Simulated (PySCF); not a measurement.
**MgTe+: from the state search to spectroscopic constants**

An exercise on one series of results from a longer session: the logs are not shown, and one member is left open.

Method: Mg cc-pVDZ, Te cc-pVDZ-PP with ECP28, scalar-relativistic core potentials; program: PySCF 2.14.0.

The first run:

Settings of the job:

```json
{
  "atoms": "Mg, Te",
  "charge": "1",
  "basis": "Mg cc-pVDZ, Te cc-pVDZ-PP with ECP28",
  "Hamiltonian": "scalar-relativistic core potentials",
  "basis functions": "41",
  "electrons treated": "35",
  "masses in u": "23.9850, 129.9062",
  "levels": "PBE0, PBE, r²SCAN, MN15, B3LYP, M06-L, ωB97X, HF, MP2, SCS-MP2, CCSD, CCSD(T)",
  "grid": "80 radial by 434 angular points",
  "occupations": "held fixed by the projection of orbital angular momentum",
  "dissociation limit": "Mg+ + Te, each in its ground configuration",
  "starting distance in angstrom": "2.775",
  "values of 2S to try": "1, 3"
}
```

On the command line:

```
> OMP_NUM_THREADS=1 python dia.py task.json out
```

Among the steps run: Input; PBE0 along the bond; Other states along the same grid; PBE; r²SCAN (meta-GGA); MN15 (hybrid meta-GGA); B3LYP; M06-L (meta-GGA); ωB97X (range-separated hybrid); ROHF; MP2 and coupled cluster.

One table of the session follows, with a row left open; its other results are not shown here.

It belongs to the step «Constants by level of theory». Differences from CCSD(T) in the same basis:

| level | Re (mÅ) | ωe (%) |
| --- | --- | --- |
| ROHF | -23 | +5.4 |
| ROHF-MP2 | ? | ? |
| ROHF-SCS-MP2 | -12 | +3.7 |
| ROHF-CCSD | -4 | +0.6 |
| PBE | -9 | -0.9 |
| r²SCAN | -31 | +3.4 |
| M06-L | -44 | +8.7 |
| B3LYP | -12 | -0.8 |
| PBE0 | -31 | +3.4 |
| MN15 | -24 | +1.3 |
| ωB97X | -48 | +7.7 |

**Question.** Estimate the row for ROHF-MP2.

**Answer.** Re (mÅ): -21; ωe (%): +6.3. In the column «Re (mÅ)» it lies between ROHF (-23) and ROHF-SCS-MP2 (-12).
